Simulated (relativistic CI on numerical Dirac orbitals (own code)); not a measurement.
# P: one ion under different settings

Aim: see what numerical and physical settings do to the SCF, the total energy and the lowest levels of P.

The numbers are computed with relativistic CI on numerical Dirac orbitals (own code) version 3 (Dirac-Coulomb-Breit CI, KLI orbitals optimised for each configuration, model QED (radiative potential, 1s self-energy scaled to tabulated hydrogen-like ionisation energies), numerical settings as typed), except any that are marked as measured or tabulated.

## Step 1: The atom as given

| Property | Result |
| --- | --- |
| ion | P (P I) |
| nuclear charge | 15 |
| electrons | 15 |
| isotope | A = 31 |

## Step 2: The usual input

Settings of the run:

```ini
atom P  Z=15  charge=0  electrons=15
nucleus A=31  rms_radius_fm=3.1889
hamiltonian dirac-coulomb  breit=on  qed=on  c_scale=1
orbitals kli  potential=per-configuration
slater_scale 1
correlation none
mixing on
grid step=0.0125 r_max=102.8
scf mixing=0.4 start=green max_iterations=150 tolerance=2e-08 node_fill=0.05
configurations
  [Ne] 3s2 3p3
  [Ne] 3s2 3p2 3d
end
```

Run with:

```
> python run_levels.py task.json out
```

One command runs all members of the session, one after another, from task.json.

## Step 3: Potential mixing 0.2

Settings: those of step 2 with these lines changed.

```diff
@@ -8,3 +8,3 @@
 grid step=0.0125 r_max=102.8
-scf mixing=0.4 start=green max_iterations=150 tolerance=2e-08 node_fill=0.05
+scf mixing=0.2 start=green max_iterations=150 tolerance=2e-08 node_fill=0.05
 configurations
```

## Step 4: Nuclear radius 4.1456, QED terms off

Settings of the run:

```ini
atom P  Z=15  charge=0  electrons=15
nucleus A=31  rms_radius_fm=4.1456
hamiltonian dirac-coulomb  breit=on  qed=off  c_scale=1
orbitals kli  potential=per-configuration
slater_scale 1
correlation none
mixing on
grid step=0.0125 r_max=102.8
scf mixing=0.4 start=green max_iterations=150 tolerance=2e-08 node_fill=0.05
configurations
  [Ne] 3s2 3p3
  [Ne] 3s2 3p2 3d
end
```

## Step 5: QED terms off

Settings: those of step 4 with these lines changed.

```diff
@@ -1,3 +1,3 @@
 atom P  Z=15  charge=0  electrons=15
-nucleus A=31  rms_radius_fm=4.1456
+nucleus A=31  rms_radius_fm=3.1889
 hamiltonian dirac-coulomb  breit=on  qed=off  c_scale=1
```

## Step 6: Nuclear radius 3.5078

Settings: those of step 5 with these lines changed.

```diff
@@ -1,4 +1,4 @@
 atom P  Z=15  charge=0  electrons=15
-nucleus A=31  rms_radius_fm=3.1889
-hamiltonian dirac-coulomb  breit=on  qed=off  c_scale=1
+nucleus A=31  rms_radius_fm=3.5078
+hamiltonian dirac-coulomb  breit=on  qed=on  c_scale=1
 orbitals kli  potential=per-configuration
```

## Step 7: Nuclear radius 318.89

Settings of the run:

```ini
atom P  Z=15  charge=0  electrons=15
nucleus A=31  rms_radius_fm=318.8900
hamiltonian dirac-coulomb  breit=on  qed=on  c_scale=1
orbitals kli  potential=per-configuration
slater_scale 1
correlation none
mixing on
grid step=0.0125 r_max=102.8
scf mixing=0.4 start=green max_iterations=57 tolerance=2e-08 node_fill=0.05
configurations
  [Ne] 3s2 3p3
  [Ne] 3s2 3p2 3d
end
```

## Step 8: Potential mixing 1.3

Settings of the run:

```ini
atom P  Z=15  charge=0  electrons=15
nucleus A=31  rms_radius_fm=3.1889
hamiltonian dirac-coulomb  breit=on  qed=on  c_scale=1
orbitals kli  potential=per-configuration
slater_scale 1
correlation none
mixing on
grid step=0.0125 r_max=102.8
scf mixing=1.3 start=green max_iterations=68 tolerance=2e-08 node_fill=0.05
configurations
  [Ne] 3s2 3p3
  [Ne] 3s2 3p2 3d
end
```

(Steps that only read results are left out.)

Before running it: what results should come out? Wanted: lowest level, usual settings; total energy; first excitation.

**Answer**, as computed:

| setting | total energy less usual (Ha) | largest shift of a level among the lowest eight of both runs, same label and place (cm⁻¹) | SCF iterations | time | lowest level | kind of change |
| --- | --- | --- | --- | --- | --- | --- |
| usual | 0 | 0 | 22 | 0.076 s | 3p3 4S°3/2 | - |
| potential mixing 0.2 | 0 | 0 | 26 | 0.076 s | 3p3 4S°3/2 | numerical |
| nuclear radius 4.1456, QED terms off | -0.0456 | 6.20 | 22 | 0.05 s | 3p3 4S°3/2 | unphysical constant |
| QED terms off | -0.0457 | 6.26 | 22 | 0.049 s | 3p3 4S°3/2 | model term |
| nuclear radius 3.5078 | 4.03e-05 | 0.0242 | 22 | 0.08 s | 3p3 4S°3/2 | unphysical constant |
| nuclear radius 318.89 | 2.18 | 304 | 22 | 0.087 s | 3p3 4S°3/2 | unsound |
| potential mixing 1.3 | 0 | 0 | 19 | 0.084 s | 3p3 4S°3/2 | extreme, harmless here |

| quantity | value |
| --- | --- |
| lowest level, usual settings | 3p3 4S°3/2 |
| total energy | -341.4417 Ha |
| first excitation | 14917.8 cm⁻¹ |

In words: Among the runs whose levels can be followed, they move most under «nuclear radius 318.89» (unsound), by up to 304 cm⁻¹. No visible change in the result comes from «potential mixing 0.2» or «potential mixing 1.3». Only the listed configurations are in the model. In a near-neutral ion this small CI can misplace whole configurations by 10,000 cm⁻¹ or more.
